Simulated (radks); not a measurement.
# Valence configurations of Hf⁺

An exercise on one series of results from a longer session: the logs are not shown, and one member is left open.

The numbers are computed with radks (a radial shooting solver on a logarithmic mesh, Libxc functionals) version 1 (scalar-relativistic Kohn-Sham, r2SCAN, spin-polarised, spherical densities, finite nucleus; open shells are filled with parallel spins first), except any that are marked as measured or tabulated.

## The atom as given

* element: hafnium (Z = 72)
* charge: +1
* electrons: 71
* configuration: [Xe] 4f14 5d1 6s2
* nuclear rms radius: 5.347 fm
* others tried: 4f14 6s2 6p1; 4f14 5d2 6s1; 4f14 5d1 6s1 6p1; 4f13.5 5d1 6s2 6p0.5; 4f13.5 6s2 6p1.5; 4f14 5d1 6p2; 4f14 5d0.5 6s2 6p0.5; 4f14 5d1 6s1.5 6p0.5; 4f13.5 5d0.5 6s2 6p1

Outer shells as boxes (Hund's rule):

Hf⁺
```
[Xe] core
4f [↑↓][↑↓][↑↓][↑↓][↑↓][↑↓][↑↓]
5d [↑ ][  ][  ][  ][  ]
6s [↑↓]
```

Set-up of the first run:

The run's settings:

```text
Z 72
configuration [Xe] 4f14 5d1 6s2
relativity scalar-relativistic
functional r2scan,r2scan
spin polarised
nucleus finite rms 5.347 fm
c 137.035999084
```

Steps of the session up to this table: [Xe] 4f14 5d1 6s2.

One of the session's tables, all rows but one given; the rest of the session is left out.

It belongs to the step «[Xe] 4f14 5d1 6s2». Sizes of the orbitals, from the radial functions (bohr):

| level | <r> | outermost maximum (interpolated) | 90 % within | nodes |
| --- | --- | --- | --- | --- |
| 5p up | 1.334 | 1.16 | 1.95 | 3 |
| 5p down | 1.327 | 1.15 | 1.94 | 3 |
| 4f up | 0.6757 | 0.456 | 1.15 | 0 |
| 4f down | 0.6727 | 0.456 | 1.14 | 0 |
| 6s up | 3.104 | 2.74 | 4.48 | 5 |
| 6s down | 3.185 | 2.79 | 4.62 | 5 |
| 5d up | ? | ? | ? | ? |
| 5d down | 2.188 | 1.60 | 3.51 | 2 |

Estimate the missing values for 5d up.

As computed: <r>: 2.148; outermost maximum (interpolated): 1.61; 90 % within: 3.40; nodes: 2. In the column «<r>» it lies between 5p up (1.334) and 5d down (2.188).
